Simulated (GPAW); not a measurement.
Runs of GPAW 26.7.0 on Ti3S2. Symmetry: R32, No. 155, trigonal system. The conventional cell has a = 5.426 Å, b = 5.426 Å, c = 9.713 Å, α = 90.00°, β = 90.00°, γ = 120.00°. Around Ti (site symmetry 2) lie 4 S at 2.42 to 2.44 Å. S (site symmetry 3) has 6 Ti at 2.42 to 2.44 Å as nearest neighbours. The cell comes from a database or a generator and needn't be the stable form of this composition.

| task | level | U | k mesh | band path | band points | pressure (GPa) | largest force (eV/Å) |
| --- | --- | --- | --- | --- | --- | --- | --- |
| band structure | PBEsol+U | Ti d U = 3 eV | 6 × 6 × 6 | GLB1,BZGX,QFP1Z,LP | 100 | -1.6 | 0.03 |
| band structure | PBEsol+U | Ti d U = 6 eV | 6 × 6 × 6 | GLB1,BZGX,QFP1Z,LP | 100 | 1.8 | 0.13 |
| band structure | PBEsol+U | Ti d U = 4 eV | 6 × 6 × 6 | GLB1,BZGX,QFP1Z,LP | 100 | -0.6 | (c) |
| band structure | PBEsol | - | 5 × 5 × 5 | GLB1,BZGX,QFP1Z,LP | 60 | -4.4 | 0.04 |
| band structure | PBEsol | - | 6 × 6 × 6 | GLB1,BZGX,QFP1Z,LP | 100 | -4.4 | 0.03 |
| band structure | PBEsol+U | Ti d U = 1 eV | 6 × 6 × 6 | GLB1,BZGX,QFP1Z,LP | 100 | (a) | 0.02 |
| band structure | PBEsol+U | Ti d U = 2 eV | 6 × 6 × 6 | GLB1,BZGX,QFP1Z,LP | 100 | -2.6 | (b) |

Alike in all rows: potentials or basis PAW data sets generated in the run's folder for this functional, pw; no spin polarisation; cell as given; cutoff (eV) 600; smearing fermi-dirac 0.05 eV.

Problem. Estimate the missing entries.

Solution. (a) -3.5; (b) 0.01; (c) 0.05.

Caveats: U without spin polarisation on a metal has little footing (some runs).
